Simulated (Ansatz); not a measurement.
# MgCd4S3: the cost of one run

Program: Ansatz 0.2.0. Level of theory: DFT PBE, scalar-relativistic, plane waves, PAW, unless a step names another level. These are calculated values, not measurements.

10 further runs of the same task are left out: 3 that didn't finish, 7 set aside as unsound or not needed.

**1. Plan**

Pauling electronegativities: Mg 1.31, Cd 1.69, S 2.58 (spread 1.27). No set of common oxidation states balances it. Tabulated atomic sizes suggest about 22 Å³/atom. 34 candidates were drawn, by swapping species into database cells of other compounds, at random by space group and Wyckoff sites, or by hand, as the table says:

```tsv
name	made from	space group no.	Wyckoff sites	atoms (primitive cell)	V (Å³/atom)
c01	random	191	Mg 1b; Cd 2e, 2c; S 3f	8	22.9
c02	random	123	Mg 1d; Cd 2e, 2f; S 2g, 1c	8	25.3
c03	built by hand: anti-sulvanite with Cd4 tetrahedra	215	Mg 1a; Cd 4e; S 3d	8	22.0
c04	database cell of Mg3MnO4	221	Mg 1a; Cd 3d, 1b; S 3c	8	18.7
c05	random	221	Mg 1b; Cd 3c, 1a; S 3d	8	25.5
c06	database cell of RbCd4As3	166	Mg 3b; Cd 6c, 6c; S 6c, 3a	8	23.3
c07	random	191	Mg 1b; Cd 2c, 2e; S 3g	8	27.3
c08	database cell of BaMg4Si3	123	Mg 1a; Cd 4i; S 1b, 2h	8	27.9
c09	random	187	Mg 1f; Cd 1e, 2g, 1b; S 3k	8	24.7
c10	random	187	Mg 1b; Cd 3k, 1a; S 2h, 1c	8	21.9
c11	random	164	Mg 1b; Cd 2d, 2c; S 2d, 1a	8	23.7
c12	random	191	Mg 1a; Cd 3f, 1b; S 3g	8	25.5
c13	random	166	Mg 3a; Cd 6c, 6c; S 9e	8	24.2
c14	built by hand: GaSe-like Cd-Cd dumbbell layers with octahedral MgS2 layer	164	Mg 1a; Cd 2d, 2d; S 1b, 2d	8	22.0
c15	random	166	Mg 3b; Cd 3a, 9e; S 9d	8	25.7
c16	random	191	Mg 1a; Cd 1b, 3g; S 3f	8	23.8
c17	random	65	Mg 2a; Cd 4i, 4j; S 4f, 2d	8	28.4
c18	random	229	Mg 2a; Cd 8c; S 6b	8	27.5
c19	built by hand: rocksalt slabs with Cd metal bilayers	139	Mg 2a; Cd 4e, 4e; S 4e, 2b	8	21.9
c20	random	187	Mg 1a; Cd 3k, 1b; S 2i, 1c	8	25.8
c21	random	217	Mg 2a; Cd 8c; S 6b	8	22.0
c22	database cell of KCu4Se3	123	Mg 1d; Cd 4i; S 2g, 1c	8	21.2
c23	random	221	Mg 1b; Cd 3d, 1a; S 3c	8	22.7
c24	random	123	Mg 1d; Cd 2g, 2e; S 2f, 1a	8	22.1
c25	random	216	Mg 4d; Cd 16e; S 4b, 4c, 4a	8	25.1
c26	database cell of KCu4S3	123	Mg 1b; Cd 4i; S 1a, 2h	8	20.1
c27	random	216	Mg 4b; Cd 16e; S 4c, 4a, 4d	8	25.4
c28	database cell of Si3NiP4	121	Mg 2a; Cd 8i; S 4d, 2b	8	23.4
c29	database cell of Fe4Te3Se	99	Mg 1a; Cd 2c, 2c; S 1a, 1b, 1b	8	22.2
c30	database cell of MnZn3S4	156	Mg 1a; Cd 1a, 1a, 1b, 1b; S 1a, 1b, 1b	8	25.2
c31	built by hand: zincblende slab with intergrown Cd metal layers	156	Mg 1b; Cd 1a, 1c, 1a, 1b; S 1a, 1b, 1c	8	23.7
c32	database cell of CdHg3Te4	215	Mg 1a; Cd 4e; S 3c	8	26.8
c33	database cell of Tl4BrCl3	47	Mg 1f; Cd 1c, 2r, 1a; S 2s, 1h	8	22.5
c34	random	191	Mg 1b; Cd 4h; S 2c, 1a	8	22.6
```

**2. Screening run of c04**

Input file input.yaml:

```yaml
crystal:
  lattice:
    - [5.31002663, 0.0, 0.0]
    - [0.0, 5.31002663, 0.0]
    - [0.0, 0.0, 5.31002663]
  atoms:
    - { symbol: Mg, position: [0.0, 0.0, 0.0] }
    - { symbol: Cd, position: [0.5, 0.0, 0.0] }
    - { symbol: Cd, position: [0.5, 0.5, 0.5] }
    - { symbol: Cd, position: [0.0, 0.0, 0.5] }
    - { symbol: Cd, position: [0.0, 0.5, 0.0] }
    - { symbol: S, position: [0.0, 0.5, 0.5] }
    - { symbol: S, position: [0.5, 0.0, 0.5] }
    - { symbol: S, position: [0.5, 0.5, 0.0] }
basis:
  ecutwfc: 420
kpoints:
  mp_grid: { grid: [3, 3, 3] }
hamiltonian:
  xc: pbe
scf:
  occupations: { method: gaussian, width: 0.2 }
  lower_state_search: "off"
output:
  forces: true
  stress: true
  eigenvalues: true
relax:
  adjacent_minimum: "off"
  f_tol: 0.08
  max_steps: 16
  cell: { stress_tol: 0.8 }
```

Started as:

```bash
$ ansatz run input.yaml --threads 1 --pin off --max-ram 2560MiB --backend cpu --events-out ev --progress --plain --runs-dir out
```

Q: Estimate wall time and peak memory on 1 thread of Intel Xeon Platinum 8259CL at 2.50GHz (Skylake/Cascade Lake), shared host.

About 19 s, with a peak of 0.47 GiB.
